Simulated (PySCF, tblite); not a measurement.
# C2H12BNSi2: a rotation path, then NMR shifts on frames, part 1 of 2

Aim: move C2H12BNSi2 (`CB(C)N[SiH2][SiH3]`) away from its starting geometry and see how NMR shifts follow the geometry.

The runs use tblite 0.8.0 and PySCF 2.14.0, with density-fitted response routines of our own; the level of theory stands in each step. All values are computed, except where a source is named. Atoms count from 0, in the outputs and in this text.

## (1) Starting geometry

18 atoms, charge 0, multiplicity 1; geometry from: GFN2-xTB.

Bonds of the start (Å): C0–B1 1.59, B1–C2 1.59, B1–N3 1.40, N3–Si4 1.75, Si4–Si5 2.31, C0–H6 1.09, C0–H7 1.09, C0–H8 1.09, C2–H9 1.09, C2–H10 1.09, C2–H11 1.09, N3–H12 1.01, Si4–H13 1.47, Si4–H14 1.47, Si5–H15 1.47, Si5–H16 1.47, Si5–H17 1.47.

## (2) A band between two rotamers with GFN2-xTB

Job settings and geometry (Å):

```
{"job": {"kind": "neb", "xc": "GFN2-xTB", "basis": "xTB", "atoms": [5, 4, 3, 1], "turn": 120}, "charge": 0, "multiplicity": 1}
C     -0.846423    -1.282085     0.279337
B     -1.171361     0.166667    -0.279582
C     -2.614490     0.506141    -0.848605
N     -0.169371     1.147007    -0.273728
Si     1.486557     1.060664     0.281306
Si     2.650483    -0.639264    -0.762439
H     -1.739876    -1.865761     0.487534
H     -0.252355    -1.247326     1.190351
H     -0.263338    -1.842871    -0.450612
H     -2.979686    -0.279074    -1.507819
H     -3.334190     0.578898    -0.033659
H     -2.655963     1.445061    -1.398162
H     -0.441751     2.048202    -0.638356
H      1.998219     2.409269    -0.018310
H      1.459461     0.950340     1.751498
H      4.040590    -0.246266    -1.025837
H      2.093463    -1.033560    -2.062771
H      2.731270    -1.869724     0.033438
```

Level: GFN2-xTB climbing-image nudged elastic band, gas phase.

Started as:

```console
$ OMP_NUM_THREADS=1 python probes_run.py task.json out
```

The driver reads the jobs from task.json and runs them one after another.

What it wrote:

```text
image   E - E0 / eV
  0      -0.0000
  1       0.0123
  2       0.0342
  3       0.0551
  4       0.0698
  5       0.0745
  6       0.0677
  7       0.0543
  8       0.0437
```

Wall time 12 s (1 thread, shared host).

The final band, with the dihedral Si5–Si4–N3–B1:

| image | dihedral (°) | energy (eV) | energy (kcal/mol) |
| --- | --- | --- | --- |
| 0 | 56 | 0.000 | 0.0 |
| 1 | 70 | 0.012 | 0.3 |
| 2 | 84 | 0.034 | 0.8 |
| 3 | 98 | 0.055 | 1.3 |
| 4 | 114 | 0.070 | 1.6 |
| 5 | 129 | 0.075 | 1.7 |
| 6 | 145 | 0.068 | 1.6 |
| 7 | 161 | 0.054 | 1.3 |
| 8 | 176 | 0.044 | 1.0 |

## (3) Shielding tensors: image 0, PBE0/pcSseg-1

Job settings and geometry (Å):

```
{"job": {"kind": "nmr", "xc": "PBE0", "basis": "pcSseg-1", "pop": false}, "charge": 0, "multiplicity": 1}
C     -0.846400    -1.282100     0.279300
B     -1.171400     0.166700    -0.279600
C     -2.614500     0.506100    -0.848600
N     -0.169400     1.147000    -0.273700
Si     1.486600     1.060700     0.281300
Si     2.650500    -0.639300    -0.762400
H     -1.739900    -1.865800     0.487500
H     -0.252400    -1.247300     1.190400
H     -0.263300    -1.842900    -0.450600
H     -2.979700    -0.279100    -1.507800
H     -3.334200     0.578900    -0.033700
H     -2.656000     1.445100    -1.398200
H     -0.441800     2.048200    -0.638400
H      1.998200     2.409300    -0.018300
H      1.459500     0.950300     1.751500
H      4.040600    -0.246300    -1.025800
H      2.093500    -1.033600    -2.062800
H      2.731300    -1.869700     0.033400
```

Level: GIAO PBE0/pcSseg-1 NMR shielding, non-relativistic, gas phase.

What it wrote:

```text
coarse grid: 15008 points
cycle   1  E = -741.4962166129  dE =  2.060e-01  |g| = 5.512e-01  |ddm| = 3.581e+00
cycle   2  E = -741.4626969344  dE =  3.352e-02  |g| = 6.693e-01  |ddm| = 1.075e+00
cycle   3  E = -741.5710211770  dE = -1.083e-01  |g| = 7.623e-02  |ddm| = 6.536e-01
cycle   4  E = -741.5721571251  dE = -1.136e-03  |g| = 2.970e-02  |ddm| = 7.817e-02
cycle   5  E = -741.5723602663  dE = -2.031e-04  |g| = 3.913e-03  |ddm| = 2.383e-02
cycle   6  E = -741.5723645572  dE = -4.291e-06  |g| = 1.083e-03  |ddm| = 5.989e-03
final grid: 132936 points
cycle   7  E = -741.5999886489  dE = -2.801e-05  |g| = 7.902e-03  |ddm| = 2.359e-02
cycle   8  E = -741.5999813416  dE =  7.307e-06  |g| = 9.709e-03  |ddm| = 1.484e-02
cycle   9  E = -741.6000036782  dE = -2.234e-05  |g| = 9.906e-04  |ddm| = 8.436e-03
cycle  10  E = -741.6000038872  dE = -2.090e-07  |g| = 1.751e-04  |ddm| = 7.819e-04
cycle  11  E = -741.6000038938  dE = -6.536e-09  |g| = 2.712e-05  |ddm| = 1.472e-04
cycle  12  E = -741.6000038939  dE = -1.448e-10  |g| = 7.302e-06  |ddm| = 3.882e-05
converged SCF energy = -741.6000038939

GIAO shielding tensors (ppm)
atom      isotropic    diamagn.    paramagn.     s11        s22        s33       span
  0 C      181.966     256.205     -74.238    173.473    182.472    189.954     16.480
  1 B       49.312     191.681    -142.368     10.717     24.832    112.388    101.671
  2 C      175.931     252.621     -76.689    166.375    166.610    194.810     28.435
  3 N      168.476     323.839    -155.363     81.478    206.939    217.012    135.534
  4 Si     404.912     880.644    -475.732    353.034    397.777    463.924    110.890
  5 Si     465.276     880.738    -415.462    444.003    469.642    482.184     38.181
  6 H       31.109      32.014      -0.905     26.626     29.607     37.095     10.469
  7 H       31.434      34.203      -2.769     27.006     31.196     36.099      9.092
  8 H       31.546      33.669      -2.124     26.738     31.037     36.862     10.123
  9 H       31.063      30.525       0.538     27.230     29.682     36.277      9.047
 10 H       31.117      29.905       1.212     27.766     28.709     36.878      9.111
 11 H       31.723      31.091       0.633     27.498     30.401     37.272      9.774
 12 H       28.036      33.012      -4.976     21.051     28.345     34.713     13.663
 13 H       26.803      29.323      -2.520     23.050     25.741     31.618      8.567
 14 H       26.556      29.976      -3.420     22.890     25.177     31.603      8.713
 15 H       28.346      28.706      -0.360     24.876     25.704     34.457      9.581
 16 H       28.244      30.004      -1.760     24.956     26.982     32.795      7.838
 17 H       28.070      29.724      -1.655     24.735     26.661     32.813      8.079
```

Wall time 49 s (1 thread, shared host).

Shifts follow as δ = σ(reference) − σ, with reference shieldings (ppm) from runs at the same level and on the same kind of geometry: ¹H TMS 31.72, ¹³C TMS 186.9, ²⁹Si TMS 349.2, ¹⁵N NH3 267.7, ¹¹B BF3·OEt2 100.1. The references are single molecules in the gas phase, so shifts against H2O, NH3, PH3, H3PO4 or CFCl3 are not on the usual liquid scales and can be off by tens of ppm. Each atom is listed at this fixed geometry, with no averaging over motion; a spectrum would average atoms that exchange fast.

| atoms | environment | σ (ppm) | δ (ppm) |
| --- | --- | --- | --- |
| C2 | methyl carbon bonded to B | 175.9 | 11.0 |
| C0 | methyl carbon bonded to B | 182.0 | 5.0 |
| H14 | hydrogen on a silicon bonded to N, Si | 26.56 | 5.16 |
| H13 | hydrogen on a silicon bonded to N, Si | 26.80 | 4.91 |
| H12 | hydrogen on a nitrogen bonded to B, Si | 28.04 | 3.68 |
| H17 | hydrogen on a silicon bonded to Si | 28.07 | 3.65 |
| H16 | hydrogen on a silicon bonded to Si | 28.24 | 3.47 |
| H15 | hydrogen on a silicon bonded to Si | 28.35 | 3.37 |
| H9 | hydrogen on a methyl carbon bonded to B | 31.06 | 0.65 |
| H6 | hydrogen on a methyl carbon bonded to B | 31.11 | 0.61 |
| H10 | hydrogen on a methyl carbon bonded to B | 31.12 | 0.60 |
| H7 | hydrogen on a methyl carbon bonded to B | 31.43 | 0.28 |
| H8 | hydrogen on a methyl carbon bonded to B | 31.55 | 0.17 |
| H11 | hydrogen on a methyl carbon bonded to B | 31.72 | -0.01 |
| B1 | boron bonded to 2 C, N | 49.3 | 50.8 |
| N3 | nitrogen bonded to B, Si, H | 168.5 | 99.3 |
| Si4 | silicon bonded to N, Si, 2 H | 404.9 | -55.8 |
| Si5 | silicon bonded to Si, 3 H | 465.3 | -116.1 |

## (4) Shielding tensors: image 2, PBE0/pcSseg-1

Job settings and geometry (Å):

```
{"job": {"kind": "nmr", "xc": "PBE0", "basis": "pcSseg-1", "pop": false}, "charge": 0, "multiplicity": 1}
C     -1.107800    -1.198200     0.648000
B     -1.225400     0.121300    -0.223600
C     -2.587700     0.480800    -0.957900
N     -0.117200     0.971200    -0.342300
Si     1.501900     0.861300     0.307700
Si     2.860000    -0.456900    -1.021400
H     -2.074600    -1.639300     0.876900
H     -0.593000    -1.020000     1.589400
H     -0.527800    -1.951400     0.115600
H     -3.007200    -0.385100    -1.466800
H     -3.334200     0.795800    -0.229200
H     -2.494800     1.282500    -1.689100
H     -0.259800     1.784300    -0.924800
H      1.924600     2.271800     0.380300
H      1.397000     0.399900     1.699300
H      4.224100     0.084800    -1.069100
H      2.420300    -0.555800    -2.419800
H      2.992800    -1.840600    -0.549600
```

Method: GIAO PBE0/pcSseg-1 NMR shielding, non-relativistic, gas phase.

What it wrote:

```text
coarse grid: 15008 points
cycle   1  E = -741.4937311253  dE =  1.984e-01  |g| = 5.542e-01  |ddm| = 3.577e+00
cycle   2  E = -741.4596126155  dE =  3.412e-02  |g| = 6.736e-01  |ddm| = 1.080e+00
cycle   3  E = -741.5696417725  dE = -1.100e-01  |g| = 7.652e-02  |ddm| = 6.532e-01
cycle   4  E = -741.5707969691  dE = -1.155e-03  |g| = 2.947e-02  |ddm| = 7.822e-02
cycle   5  E = -741.5709959501  dE = -1.990e-04  |g| = 4.061e-03  |ddm| = 2.366e-02
cycle   6  E = -741.5710006634  dE = -4.713e-06  |g| = 1.083e-03  |ddm| = 6.164e-03
final grid: 132936 points
cycle   7  E = -741.5993994392  dE = -2.797e-05  |g| = 8.199e-03  |ddm| = 2.244e-02
cycle   8  E = -741.5993918618  dE =  7.577e-06  |g| = 1.001e-02  |ddm| = 1.536e-02
cycle   9  E = -741.5994155849  dE = -2.372e-05  |g| = 1.034e-03  |ddm| = 8.563e-03
cycle  10  E = -741.5994158141  dE = -2.292e-07  |g| = 1.706e-04  |ddm| = 8.157e-04
cycle  11  E = -741.5994158202  dE = -6.117e-09  |g| = 3.263e-05  |ddm| = 1.553e-04
cycle  12  E = -741.5994158204  dE = -2.376e-10  |g| = 8.112e-06  |ddm| = 4.754e-05
converged SCF energy = -741.5994158204

GIAO shielding tensors (ppm)
atom      isotropic    diamagn.    paramagn.     s11        s22        s33       span
  0 C      183.378     255.005     -71.627    173.919    184.304    191.910     17.991
  1 B       49.769     191.466    -141.697     10.432     25.847    113.028    102.596
  2 C      175.565     252.678     -77.113    165.629    166.449    194.616     28.987
  3 N      166.310     324.165    -157.856     77.601    204.541    216.787    139.186
  4 Si     405.475     880.820    -475.345    353.498    398.506    464.420    110.923
  5 Si     467.979     880.395    -412.416    443.892    474.792    485.252     41.359
  6 H       31.216      31.579      -0.362     26.786     29.738     37.126     10.340
  7 H       31.170      33.510      -2.340     26.402     30.870     36.238      9.836
  8 H       31.635      33.263      -1.628     27.092     30.556     37.258     10.166
  9 H       31.052      30.580       0.472     27.287     29.602     36.268      8.981
 10 H       31.100      29.762       1.338     27.770     28.704     36.825      9.056
 11 H       31.726      31.359       0.368     27.556     30.444     37.179      9.623
 12 H       28.233      33.467      -5.234     21.395     28.898     34.406     13.010
 13 H       26.742      29.395      -2.652     22.801     25.683     31.743      8.942
 14 H       26.486      30.592      -4.106     23.049     26.080     30.328      7.280
 15 H       28.389      28.461      -0.071     25.053     25.760     34.355      9.302
 16 H       28.293      29.485      -1.192     24.998     26.707     33.175      8.177
 17 H       28.154      29.414      -1.260     24.778     26.494     33.191      8.413
```

It took 51 s on 1 thread, shared host.

In short: δ C2 11.4, C0 3.5, B1 50.3, N3 101.4, H14 5.23, H13 4.97 ppm.

(Continued in part 2 of 2.)
